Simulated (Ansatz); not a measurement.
## CoSn: single point with PBEsol

The system is CoSn.

```
CELL_PARAMETERS angstrom
5.24604 0.00000 0.00000
-2.62302 4.54320 0.00000
0.00000 0.00000 4.18759
ATOMIC_POSITIONS crystal
Sn 0.00000 0.00000 0.00000
Sn 0.33333 0.66667 0.50000
Sn 0.66667 0.33333 0.50000
Co 0.50000 0.00000 0.00000
Co 0.50000 0.50000 0.00000
Co 0.00000 0.50000 0.00000
```

The cell is a database's computed one.

```
Program             : Ansatz 0.2.0
Task                : single point
Functional          : PBEsol
Potentials or basis : Ansatz PAW
Cutoff              : 420 eV (not typed: the program's choice for these potentials)
k mesh              : 6 × 6 × 7
Occupations         : fermi-dirac, width 0.05 eV
Spin                : collinear spin, ferromagnetic start
Starting moments    : [0.0, 0.0, 0.0, 3.5, 3.5, 3.5] μB
```

The pressure is -2.1 GPa. The band gap on the k mesh is none (metal or under the smearing width) and the net moment is 0.00 μB per cell. The absolute moment is 0.00 μB per cell.

Stress tensor (GPa, compression positive):
```
-2.10  0.00  0.00
 0.00 -2.10  0.00
 0.00  0.00 -1.96
```

Levels at points of the mesh, in eV from the Fermi level:
Spin up:
```
            k point  band 42  band 43  band 44  band 45  band 46  band 47  band 48  band 49  band 50  band 51
 (0.00, 0.00, 0.00)    -0.50    -0.49    -0.49    -0.46    -0.46     0.47     0.60     1.35     1.35     2.90
(0.00, -0.50, 0.00)    -1.01    -0.70    -0.48    -0.47     0.68     0.97     1.66     1.79     2.53     3.33
```
Spin down:
```
            k point  band 42  band 43  band 44  band 45  band 46  band 47  band 48  band 49  band 50  band 51
 (0.00, 0.00, 0.00)    -0.50    -0.49    -0.49    -0.46    -0.46     0.47     0.60     1.35     1.35     2.90
(0.00, -0.50, 0.00)    -1.01    -0.70    -0.48    -0.47     0.68     0.97     1.66     1.79     2.53     3.33
```

Wall time 12 s on 2 threads of Intel(R) Xeon(R) 6975P-C (Granite Rapids), on a shared host, peak memory 0.64 GiB.

Caveat: the starting moments collapsed, and a magnetic state may lie lower; the PAW data sets come from PBE, with cores solved anew for the run's functional, which leaves a small shift of forces and pressure; the starting moments weren't kept.
